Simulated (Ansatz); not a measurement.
Write a Python script for the Ansatz DFT code, driven from Python that makes energies of removing a hydrogen of CH₃NO₂Si, SMILES O=C=N[SiH2]O. Level of theory (for the species named): CAM-B3LYP, cc-pVDZ basis, multiplicity 1.

The script reads `ch3no2si.xyz`:
```text
8

O     1.35630   -2.89630    0.35830
C     0.77600   -1.81730    0.18670
N     0.22120   -0.78160    0.01530
Si    0.04090    0.92120    0.13700
O    -1.42190    1.16960   -0.72710
H    -0.22320    1.30420    1.55460
H     1.11570    1.64700   -0.47480
H    -1.77290    0.39610   -1.10590
```

`run_bde.py`
```python
"""X-H bond energies of CH3NO2Si without relaxation."""

import ansatz as az


def energy_of(molecule, charge=0, unpaired=0):
    calc = (
        molecule.calculation()
        .basis(gaussian="cc-pVDZ")
        .functional("cam_b3lyp")
    )
    if charge:
        calc = calc.charge(charge)
    if unpaired:
        calc = calc.spin("collinear", total=unpaired)
    report = calc.run().report
    if report["published_state_doubts"]:
        print("  doubts:", report["published_state_doubts"])
    return report["free_energy_ev"]

def without(molecule, index):
    rest = az.Crystal.molecule()
    for i, site in enumerate(molecule.cartesian_sites):
        if i != index:
            rest = rest.atom(site.symbol, site.position_ang)
    return rest


def main() -> None:
    ch3no2si = az.Crystal.molecule_from_extxyz("ch3no2si.xyz")

    whole = energy_of(ch3no2si, 0)
    hydrogen = energy_of(az.Crystal.molecule().atom("H", (0, 0, 0)), 0, 1)
    print(f"E(molecule) = {whole:.5f} eV, E(H) = {hydrogen:.5f} eV")
    for index in [6, 7]:
        radical = energy_of(without(ch3no2si, index), 0, 1)
        print(f"H{index}: homolysis {96.485332 * (radical + hydrogen - whole):.1f} kJ/mol")
        anion = energy_of(without(ch3no2si, index), -1)
        print(f"H{index}: loss of a proton {96.485332 * (anion - whole):.1f} kJ/mol")


if __name__ == "__main__":
    main()
```

```console
$ python run_bde.py
E(molecule) = -14546.75547 eV, E(H) = -13.54839 eV
H6: homolysis 392.2 kJ/mol
H6: loss of a proton 1607.1 kJ/mol
H7: homolysis 497.0 kJ/mol
H7: loss of a proton 1584.6 kJ/mol
```

Caveats:
- Total energies depend on the basis set; only differences at equal settings carry meaning.
- The geometry is a force-field or estimated start, not a minimum of this method, and the basis set is short of its limit. All parts are taken at fixed geometry, without zero-point energy.
- Anions want diffuse functions, which this basis lacks.
- Finished in 22 s on 1 thread of Arm Neoverse V2, on a shared host, peak memory 0.31 GiB.
